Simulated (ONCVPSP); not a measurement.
# Cu: generating and testing an ONCV potential

Aim: build the potential from the settings below, then test how well it stands in for the atom: other configurations, scattering, ghost states and the plane-wave cutoff that it needs.

The numbers are computed with ONCVPSP 4.0.1.1 (patched build) (LDA (Perdew-Wang 92), scalar-relativistic, spin-unpolarised reference atom).

**1. Starting point**

Typed settings, in words:

| Property | Result |
| --- | --- |
| element | copper (Cu, Z = 29) |
| type | optimised norm-conserving Vanderbilt (ONCV) |
| frozen core | [Ne] |
| valence charge | 19 |
| reference configuration | 3s2 3p6 3d10 4p1 |
| partial waves | 3s: rc 0.65 bohr, ncon 4, nbas 8, qcut 11.8 1/bohr, 2 projectors, debl 3.5 Ha; 3p+4p: rc 1.45 bohr, ncon 4, nbas 8, qcut 11.2 1/bohr, 3 projectors, debl 2 Ha; 3d: rc 1.25 bohr, ncon 4, nbas 9, qcut 10.7 1/bohr, 2 projectors, debl 3.3 Ha |
| local potential | polynomial inside 0.45 bohr (lpopt 4, dvloc0 0 Ha) |
| core correction | not asked for |

**2. Generating the potential**

Cu.dat

```
# ATOM AND REFERENCE CONFIGURATION
# atsym  z   nc   nv     iexc    psfile
  Cu 29.00    3    4  -001012      upf
#
#   n    l    f
    1    0    2.00
    2    0    2.00
    2    1    6.00
    3    0    2.00
    3    1    6.00
    3    2   10.00
    4    1    1.00
#
# PSEUDOPOTENTIAL AND OPTIMIZATION
# lmax
    2
#
#   l,   rc,      ep,       ncon, nbas, qcut
    0    0.65    0.00    4    8   11.80
    1    1.45    0.00    4    8   11.20
    2    1.25    0.00    4    9   10.70
#
# LOCAL POTENTIAL
# lloc, lpopt,  rc(5),   dvloc0
    4    4    0.45    0.00
#
# VANDERBILT-KLEINMAN-BYLANDER PROJECTORs
# l, nproj, debl
    0    2    3.50
    1    3    2.00
    2    2    3.30
#
# MODEL CORE CHARGE
# icmod, fcfact, rcfact
    0    0.00    0.00
#
# LOG DERIVATIVE ANALYSIS
# epsh1, epsh2, depsh
   -6.00    5.00    0.04
#
# OUTPUT GRID
# rlmax, drl
    6.00    0.01
#
# TEST CONFIGURATIONS
# ncnf
    4
# nvcnf
#   n    l    f
    5
    3    0    2.00
    3    1    6.00
    3    2   10.00
    4    1    0.00
    4    0    1.00
#
    4
    3    0    2.00
    3    1    6.00
    3    2   10.00
    4    1    0.00
#
    4
    3    0    2.00
    3    1    6.00
    3    2    9.00
    4    1    0.00
#
    5
    3    0    2.00
    3    1    6.00
    3    2   10.00
    4    1    0.00
    4    0    0.50
#
```

Command:

```
$ oncvpsp.x < Cu.dat > Cu.out
```

The output, Cu.out (without the consistency checks and plot data):

```text
ONCVPSP  (Optimized Norm-Conservinng Vanderbilt PSeudopotential)
scalar-relativistic version 4.0.1.1, modified

#   n    l    f        energy (Ha)
    1    0    2.00    -3.2469686E+02
    2    0    2.00    -3.9040267E+01
    2    1    6.00    -3.3749971E+01
    3    0    2.00    -4.2721285E+00
    3    1    6.00    -2.7248233E+00
    3    2   10.00    -2.7217572E-01
    4    1    1.00    -6.8078776E-02

Reference configufation results
  iterations    31
  all-electron total energy (Ha)   -1.65210714D+03

Begin loop to  construct optimized pseudo wave functions
and semi-local pseudopoentials for all angular momenta

WARNING wellstate: negative energy specified for n= 4 l=  0
WARNING scattering state with energy  0.25000000
WARNING will be used for the first projector

   Wellstate for l =  0  n =  4
     eigenvalue =   0.2500
     asymptotic potential =   0.7500
     half-point radius =  1.8176

Calculating optimized projector #   1

 for l=   0

    Fraction of norm inside rc  0.443913
    Optimizing pswf for qcut=  11.82 a_B^-1,  ecut=  69.88 Ha
    Residual kinetic energy error=  2.57D-03 Ha

    Energy error per electron        Cutoff
         Ha          eV             Ha
         0.01000     0.27211       60.18
         0.00100     0.02721      105.05
         0.00010     0.00272      338.00
         0.00001     0.00027      408.90

Calculating optimized projector #   2

 for l=   0

    Fraction of norm inside rc  0.041621
    Optimizing pswf for qcut=  11.82 a_B^-1,  ecut=  69.88 Ha
    Residual kinetic energy error=  5.96D-04 Ha

    Energy error per electron        Cutoff
         Ha          eV             Ha
         0.01000     0.27211       46.84
         0.00100     0.02721       64.81
         0.00010     0.00272      321.18
         0.00001     0.00027      551.23

   Wellstate for l =  1  n =  5
     eigenvalue =   1.9319
     asymptotic potential =   2.4319
     half-point radius =  2.9843

Calculating optimized projector #   1

 for l=   1

    Fraction of norm inside rc  0.969488
    Optimizing pswf for qcut=  11.21 a_B^-1,  ecut=  62.86 Ha
    Residual kinetic energy error=  2.46D-08 Ha

    Energy error per electron        Cutoff
         Ha          eV             Ha
         0.01000     0.27211       32.11
         0.00100     0.02721       40.10
         0.00010     0.00272       46.64
         0.00001     0.00027       52.09

Calculating optimized projector #   2

 for l=   1

    Fraction of norm inside rc  0.018367
    Optimizing pswf for qcut=  11.21 a_B^-1,  ecut=  62.86 Ha
    Residual kinetic energy error=  3.05D-09 Ha

    Energy error per electron        Cutoff
         Ha          eV             Ha
         0.01000     0.27211       18.22
         0.00100     0.02721       28.72
         0.00010     0.00272       37.56
         0.00001     0.00027       45.26

Calculating optimized projector #   3

 for l=   1

    Fraction of norm inside rc  0.118054
    Optimizing pswf for qcut=  11.21 a_B^-1,  ecut=  62.86 Ha
    Residual kinetic energy error=  5.56D-08 Ha

    Energy error per electron        Cutoff
         Ha          eV             Ha
         0.01000     0.27211       27.53
         0.00100     0.02721       37.05
         0.00010     0.00272       45.25
         0.00001     0.00027       51.91

   Wellstate for l =  2  n =  5
     eigenvalue =   3.0278
     asymptotic potential =   3.5278
     half-point radius =  2.8033

Calculating optimized projector #   1

 for l=   2

    Fraction of norm inside rc  0.732962
    Optimizing pswf for qcut=  10.71 a_B^-1,  ecut=  57.37 Ha
    Residual kinetic energy error=  2.73D-04 Ha

    Energy error per electron        Cutoff
         Ha          eV             Ha
         0.01000     0.27211       45.67
         0.00100     0.02721       52.96
         0.00010     0.00272      101.80
         0.00001     0.00027      207.56

Calculating optimized projector #   2

 for l=   2

    Fraction of norm inside rc  0.084090
    Optimizing pswf for qcut=  10.71 a_B^-1,  ecut=  57.37 Ha
    Residual kinetic energy error=  7.58D-04 Ha

    Energy error per electron        Cutoff
         Ha          eV             Ha
         0.01000     0.27211       46.82
         0.00100     0.02721       56.44
         0.00010     0.00272      132.66
         0.00001     0.00027      243.89

Construct Vanderbilt / Kleinmman-Bylander projectors

B matrix Hermiticity error, ll=   0
   1   2    8.0685E-04

  Orthonormal projector coefficients  4.3045E+01  8.6263E+00

B matrix Hermiticity error, ll=   1
   1   2    1.5396E-04
   1   3   -5.8886E-04
   2   3    4.5742E-05

  Orthonormal projector coefficients -1.7882E+02  1.0923E+01 -2.0087E-01

B matrix Hermiticity error, ll=   2
   1   2   -3.5483E-04

  Orthonormal projector coefficients -1.2222E+01 -5.9401E+00

Pseudoatom total energy -191.430090

Diagnostic tests using Vanderbilt-Kleinman-Bylander pseudopotentials
  1 or more projectors used as specified by nproj input data

   l    rcore       rmatch      e in        delta e   norm test  slope test

   0   0.6519496   0.6717442  -4.2721285  -0.0001891   1.0002441   1.0004281
   0   0.6519496   0.6717442   0.2500000   0.0000628   1.0007412   1.0007412

   1   1.4532604   1.4973846  -2.7248233   0.0000694   1.0001822   1.0001897
   1   1.4532604   1.4973846  -0.0680788   0.0000078   1.0001823   1.0000451
   1   1.4532604   1.4973846   1.9319212   0.0003530   1.0002633   1.0002633

   2   1.2513936   1.2893886  -0.2721757  -0.0000049   1.0001237   1.0001292
   2   1.2513936   1.2893886   3.0278243   0.0000849   1.0002974   1.0002974

 Testing for bound ghosts
   n   l    E NL Schr. Eq   E Basis Diag.   E Cutoff

   1   0       -4.272318       -4.257014    613.95

       1                     -149.648038    188.08  WARNING - GHOST(-)
   2   1       -2.724754       -2.724711    188.08
   3   1       -0.068071        0.113298    188.08

   3   2       -0.272181       -0.265267    283.01

 Testing for highly-localized positive-energy ghosts
       l    <radius>/rc     E Basis Diag.   E Cutoff

       0        0.686473       18.244514    613.95  WARNING - GHOST(+)

Test configuration 0

   n   l     f        eae           eps        diff
   1   0  2.0000 -324.69685595
   2   0  2.0000  -39.04026702
   2   1  6.0000  -33.74997107
   3   0  2.0000   -4.27212847   -4.27231760   -1.89D-04
   3   1  6.0000   -2.72482331   -2.72475390    6.94D-05
   3   2 10.0000   -0.27217572   -0.27218064   -4.92D-06
   4   1  1.0000   -0.06807878   -0.06807095    7.83D-06

    Total energies and differences
      AE_ref= -1.65210714D+03  AE_tst= -1.65210714D+03  dif=  0.00D+00
      PS_ref= -1.91430090D+02  PS_tst= -1.91430090D+02  dif= -3.01D-12
      PSP excitation error=  3.01D-12

Test configuration 1

   n   l     f        eae           eps        diff
   1   0  2.0000 -324.61996195
   2   0  2.0000  -38.96871653
   2   1  6.0000  -33.67802090
   3   0  2.0000   -4.19494765   -4.19557528   -6.28D-04
   3   1  6.0000   -2.64713068   -2.64744203   -3.11D-04
   3   2 10.0000   -0.19566612   -0.19555868    1.07D-04
   4   0  1.0000   -0.17853985   -0.17864770   -1.08D-04

    Total energies and differences
      AE_ref= -1.65210714D+03  AE_tst= -1.65226354D+03  dif= -1.56D-01
      PS_ref= -1.91430090D+02  PS_tst= -1.91586505D+02  dif= -1.56D-01
      PSP excitation error=  2.22D-05

Test configuration 2

   n   l     f        eae           eps        diff
   1   0  2.0000 -324.93950587
   2   0  2.0000  -39.27851046
   2   1  6.0000  -33.98869132
   3   0  2.0000   -4.51415194   -4.51405426    9.77D-05
   3   1  6.0000   -2.96742625   -2.96709131    3.35D-04
   3   2 10.0000   -0.51474213   -0.51480482   -6.27D-05

    Total energies and differences
      AE_ref= -1.65210714D+03  AE_tst= -1.65195377D+03  dif=  1.53D-01
      PS_ref= -1.91430090D+02  PS_tst= -1.91276757D+02  dif=  1.53D-01
      PSP excitation error=  3.74D-05

Test configuration 3

   n   l     f        eae           eps        diff
   1   0  2.0000 -325.56606652
   2   0  2.0000  -39.91728589
   2   1  6.0000  -34.62600406
   3   0  2.0000   -5.13741963   -5.13767289   -2.53D-04
   3   1  6.0000   -3.58579148   -3.58566222    1.29D-04
   3   2  9.0000   -1.10195248   -1.10118424    7.68D-04

    Total energies and differences
      AE_ref= -1.65210714D+03  AE_tst= -1.65115671D+03  dif=  9.50D-01
      PS_ref= -1.91430090D+02  PS_tst= -1.90479814D+02  dif=  9.50D-01
      PSP excitation error=  1.61D-04

Test configuration 4

   n   l     f        eae           eps        diff
   1   0  2.0000 -324.77185203
   2   0  2.0000  -39.11635318
   2   1  6.0000  -33.82604311
   3   0  2.0000   -4.34683201   -4.34713449   -3.02D-04
   3   1  6.0000   -2.79953617   -2.79955893   -2.28D-05
   3   2 10.0000   -0.34780637   -0.34777676    2.96D-05
   4   0  0.5000   -0.30830996   -0.30833017   -2.02D-05

    Total energies and differences
      AE_ref= -1.65210714D+03  AE_tst= -1.65214225D+03  dif= -3.51D-02
      PS_ref= -1.91430090D+02  PS_tst= -1.91465224D+02  dif= -3.51D-02
      PSP excitation error=  2.25D-05
```

Wall time 3.9 s (1 thread of AMD EPYC 9R45, shared host).

The projector energies used in the s channel were -4.272, 0.250 Ha; the program set a typed value aside.

All-electron and pseudo partial waves u(r) = r·R(r), from the program's wave files:

| r (bohr) | 3d AE | 3d PS | 3s AE | 3s PS |
| --- | --- | --- | --- | --- |
| 0.072 | 0.0491 | 0.0059 | -0.0571 | 0.0479 |
| 0.145 | 0.2216 | 0.0454 | -0.6869 | 0.1387 |
| 0.217 | 0.4388 | 0.1392 | -0.5231 | 0.2995 |
| 0.290 | 0.6405 | 0.2933 | 0.0131 | 0.5283 |
| 0.362 | 0.7931 | 0.4881 | 0.5556 | 0.7838 |
| 0.435 | 0.8957 | 0.6996 | 0.9669 | 1.0309 |
| 0.507 | 0.9519 | 0.8874 | 1.2085 | 1.2173 |
| 0.580 | 0.9731 | 1.0265 | 1.3107 | 1.3106 |
| 0.652 | 0.9687 | 1.0980 | 1.3099 | 1.3095 |
| 0.725 | 0.9471 | 1.1051 | 1.2431 | 1.2428 |
| 0.798 | 0.9146 | 1.0609 | 1.1390 | 1.1388 |
| 0.870 | 0.8763 | 0.9864 | 1.0196 | 1.0194 |
| 0.942 | 0.8349 | 0.9014 | 0.8966 | 0.8964 |
| 1.015 | 0.7918 | 0.8215 | 0.7764 | 0.7762 |
| 1.088 | 0.7489 | 0.7571 | 0.6651 | 0.6650 |
| 1.160 | 0.7075 | 0.7084 | 0.5664 | 0.5663 |
| 1.232 | 0.6677 | 0.6676 | 0.4792 | 0.4791 |
| 1.305 | 0.6291 | 0.6290 | 0.4023 | 0.4022 |
| 1.378 | 0.5925 | 0.5924 | 0.3362 | 0.3361 |
| 1.450 | 0.5584 | 0.5583 | 0.2808 | 0.2807 |
| 1.522 | 0.5261 | 0.5261 | 0.2337 | 0.2336 |
| 1.595 | 0.4954 | 0.4953 | 0.1935 | 0.1934 |
| 1.668 | 0.4665 | 0.4664 | 0.1598 | 0.1598 |
| 1.740 | 0.4397 | 0.4397 | 0.1321 | 0.1321 |
| 1.812 | 0.4146 | 0.4145 | 0.1091 | 0.1090 |
| 1.885 | 0.3906 | 0.3906 | 0.0897 | 0.0896 |

**3. Transferability, from the output's test configurations**

Energies count from the reference configuration 3s2 3p6 3d10 4p1; the error is all-electron less pseudo.

| valence configuration | charge | ΔE all-electron (eV) | error AE − PS (meV) |
| --- | --- | --- | --- |
| 3s2 3p6 3d10 4s1 4p0 | 0 | -4.256 | +0.6 |
| 3s2 3p6 3d10 4p0 | +1 | 4.173 | +1.0 |
| 3s2 3p6 3d9 4p0 | +2 | 25.863 | +4.4 |
| 3s2 3p6 3d10 4s0.5 4p0 | +0.5 | -0.955 | +0.6 |

**4. Logarithmic derivatives**

Taken from the files of the generation run. The phase is arctan(r·R′/R) of the radial function R, unwrapped, with energies in Ha. A pole is an energy at which the radial function vanishes at the test radius. The pseudo phase is shifted by a multiple of π to meet the all-electron one at the reference energy. Levels narrower than the energy grid can be missing from the poles. The last column is the largest difference on the grid between −0.5 and +0.5 Ha.

| channel | radius (bohr) | reference (Ha) | poles AE | poles PS | window around the reference with phases within 0.05 rad (Ha) | largest difference near zero (rad) |
| --- | --- | --- | --- | --- | --- | --- |
| s | 0.66 | -4.27 | none | none | the whole range | 0.000 |
| p | 1.47 | -0.07 | -2.45 | -2.45 | the whole range | 0.000 |
| d | 1.27 | -0.27 | 0.67 | 0.67 | the whole range | 0.000 |

Phases (rad) along the scan:

| E (Ha) | d AE | d PS | p AE | p PS |
| --- | --- | --- | --- | --- |
| -5.96 | 1.276 | 1.275 | 1.288 | 1.288 |
| -5.40 | 1.256 | 1.255 | 1.260 | 1.260 |
| -4.84 | 1.231 | 1.230 | 1.219 | 1.219 |
| -4.28 | 1.200 | 1.198 | 1.151 | 1.151 |
| -3.72 | 1.159 | 1.157 | 0.997 | 0.997 |
| -3.16 | 1.101 | 1.099 | 0.164 | 0.164 |
| -2.60 | 1.013 | 1.012 | -1.465 | -1.465 |
| -2.04 | 0.861 | 0.859 | -1.727 | -1.727 |
| -1.48 | 0.540 | 0.538 | -1.849 | -1.849 |
| -0.92 | -0.212 | -0.213 | -1.956 | -1.956 |
| -0.36 | -1.032 | -1.032 | -2.089 | -2.088 |
| 0.20 | -1.407 | -1.407 | -2.294 | -2.294 |
| 0.76 | -1.596 | -1.597 | -2.660 | -2.660 |
| 1.32 | -1.728 | -1.728 | -3.258 | -3.257 |
| 1.88 | -1.849 | -1.849 | -3.827 | -3.827 |
| 2.44 | -1.990 | -1.990 | -4.159 | -4.159 |
| 3.00 | -2.192 | -2.191 | -4.341 | -4.341 |
| 3.56 | -2.529 | -2.530 | -4.452 | -4.452 |
| 4.12 | -3.083 | -3.089 | -4.526 | -4.526 |
| 4.68 | -3.670 | -3.680 | -4.580 | -4.580 |

**5. Convergence and ghost test**

Read off the output, the cutoffs (Ha) at which the residual kinetic energy of the hardest occupied pseudo-wave falls to 1 and 0.1 mHa per electron: 105 Ha and 338 Ha.

The program's own ghost test: GHOST(-) flagged for p at -4072.1 eV; GHOST(+) flagged for s at 496.5 eV.

Cutoff (Ha) at which the first wave of each channel reaches a given error (Ha per electron):

| error | s | p | d |
| --- | --- | --- | --- |
| 1.0e-02 | 60.2 | 32.1 | 45.7 |
| 3.2e-03 | 68.5 | 36.2 | 49.5 |
| 1.0e-03 | 105.1 | 40.1 | 53.0 |
| 3.2e-04 | 200.2 | 43.6 | 57.7 |
| 1.0e-04 | 338.0 | 46.6 | 101.8 |
| 3.2e-05 | 381.0 | 49.7 | 186.2 |
| 1.0e-05 | 408.9 | 52.1 | 207.6 |

**6. What came out**

| quantity | value |
| --- | --- |
| cutoffs for 1 and 0.1 mHa per electron, occupied waves | 105 Ha and 338 Ha |
| bound ghosts | p at -4072.13 eV |
| GHOST(+) flags | s at 496 eV |
| largest test error (AE − PS) | +4.4 meV, for 3s2 3p6 3d9 4p0 |
| largest phase difference near zero energy, channels read | 0.000 rad |
| projector energies reset by the program | s: -4.272, 0.250 Ha |

A bound ghost (p) makes it unfit for use: electrons can fall into a state that the atom doesn't have. The worst unpolarised test, 3s2 3p6 3d9 4p0, is off by 4.4 meV on 25.9 eV; by total energies transferability rates as very good. Atomic tests can pass in spite of a ghost, since they solve only for the levels asked. It counts as very hard, with 105 Ha needed at the looser tolerance. The tighter tolerance needs 338 Ha, and converged work needs a cutoff nearer that. At the looser tolerance the 3s wave is the slowest; 3d needs 53 Ha. Near zero energy the phases of the channels with partial waves agree within 0.001 rad. The program also flags highly localised states, GHOST(+) (s). All of this concerns the isolated atom, not yet a solid.
